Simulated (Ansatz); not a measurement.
# CH₈AlN: search for a transition state

Aim: find the saddle point of a four-centre ligand exchange that is to form Al1–N6, H2–H5 and break Al1–H2, H5–N6, prove it by its vibrations, and relax downhill on both sides to see what it joins.

Computed with Ansatz 0.2.0, Gaussian basis. Level: PBE0-D4, def2-SVP first, then def2-TZVP.

128 further runs of the same task are left out: 128 set aside as unsound or not needed.

## 1. The system as given

The guess: 11 atoms, charge 0, spin multiplicity 1.

Atoms are counted from 1 here; the program's logs count them from 0.

Bond lengths: Al1–H3 1.550 Å, Al1–H4 1.548 Å, Al1–H5 1.972 Å, Al1–N6 2.237 Å, N6–C7 1.454 Å, N6–H8 1.014 Å, C7–H9 1.097 Å, C7–H10 1.093 Å, C7–H11 1.092 Å. Angles: H3–Al1–H4 117.4°, H3–Al1–H5 123.1°, H3–Al1–N6 115.1°, H4–Al1–H5 119.0°, H4–Al1–N6 118.7°, H5–Al1–N6 36.6°, Al1–N6–C7 120.8°, Al1–N6–H8 125.5°, C7–N6–H8 110.7°, N6–C7–H9 111.4°, N6–C7–H10 111.8°, N6–C7–H11 108.3°, H9–C7–H10 108.3°, H9–C7–H11 108.5°, H10–C7–H11 108.5°.

As a file:

```
Al   -0.0241   -1.4165    1.0367
H     1.7555   -0.7547    0.3996
H    -0.7531   -2.4496    0.1405
H    -0.0703   -1.6443    2.5669
H     1.1334    0.0075    0.3153
N    -0.0313    0.6818    0.2616
C    -0.4087    0.9667   -1.1133
H    -0.0896    1.5197    0.8298
H     0.2677    1.6996   -1.5700
H    -1.4296    1.3519   -1.1830
H    -0.3499    0.0379   -1.6842
```

Distances that are to change: Al1–N6 2.24 Å, H2–H5 0.99 Å, Al1–H2 2.00 Å, H5–N6 1.35 Å.

## 2. Relaxing the guess with the reacting distances held

hold/in.yaml

```yaml
crystal:
  periodic: [false, false, false]
  atoms:
    - {symbol: Al, position_ang: [-0.024100, -1.416500, 1.036700]}
    - {symbol: H, position_ang: [1.755500, -0.754700, 0.399600]}
    - {symbol: H, position_ang: [-0.753100, -2.449600, 0.140500]}
    - {symbol: H, position_ang: [-0.070300, -1.644300, 2.566900]}
    - {symbol: H, position_ang: [1.133400, 0.007500, 0.315300]}
    - {symbol: N, position_ang: [-0.031300, 0.681800, 0.261600]}
    - {symbol: C, position_ang: [-0.408700, 0.966700, -1.113300]}
    - {symbol: H, position_ang: [-0.089600, 1.519700, 0.829800]}
    - {symbol: H, position_ang: [0.267700, 1.699600, -1.570000]}
    - {symbol: H, position_ang: [-1.429600, 1.351900, -1.183000]}
    - {symbol: H, position_ang: [-0.349900, 0.037900, -1.684200]}
basis:
  gaussian: {orbitals: def2-SVP}
hamiltonian: {xc: pbe0, dispersion: d4}
relax: {f_tol: 0.08, max_steps: 120, escape_saddle: false, constraints: [{distance: [0, 5]}, {distance: [1, 4]}, {distance: [0, 1]}, {distance: [4, 5]}]}
```

The run is started by

```sh
ansatz run in.yaml --threads 2 --pin off --events-out ev --progress --plain --max-ram 4352MiB
```

After this run come: Force constants to start from; Saddle search in the small basis; Saddle search in triple zeta; Vibrations at the point found; Relaxing after a step of 0.30 Å one way along the mode; Relaxing after a step of 0.30 Å the other way along the mode.

Before running it: what results should come out? Wanted: imaginary mode; barrier from the start side; barrier from the end side; energy of the step; pairs that change; zero-point energy at the saddle.

**Answer**, as computed:

```
                       quantity                                                        value
                 imaginary mode                                                   1210i cm⁻¹
    barrier from the start side                                                31.4 kcal/mol
      barrier from the end side                                                17.1 kcal/mol
             energy of the step                                               +14.3 kcal/mol
              pairs that change  Al1–N6 tightened, H2–H5 formed, Al1–H2 broken, H5–N6 broken
zero-point energy at the saddle                                                     2.234 eV
```

**Reading.** One imaginary mode, 1210i cm⁻¹, makes this a first-order saddle. It joins the planned start and end. At PBE0-D4/def2-TZVP the electronic barrier is 31.4 kcal/mol, about 53 kT at 298 K, and the step runs 14.3 kcal/mol uphill. The barrier is thin enough for tunnelling; the leading (Wigner) term alone is a factor of 2.4 at 298 K.
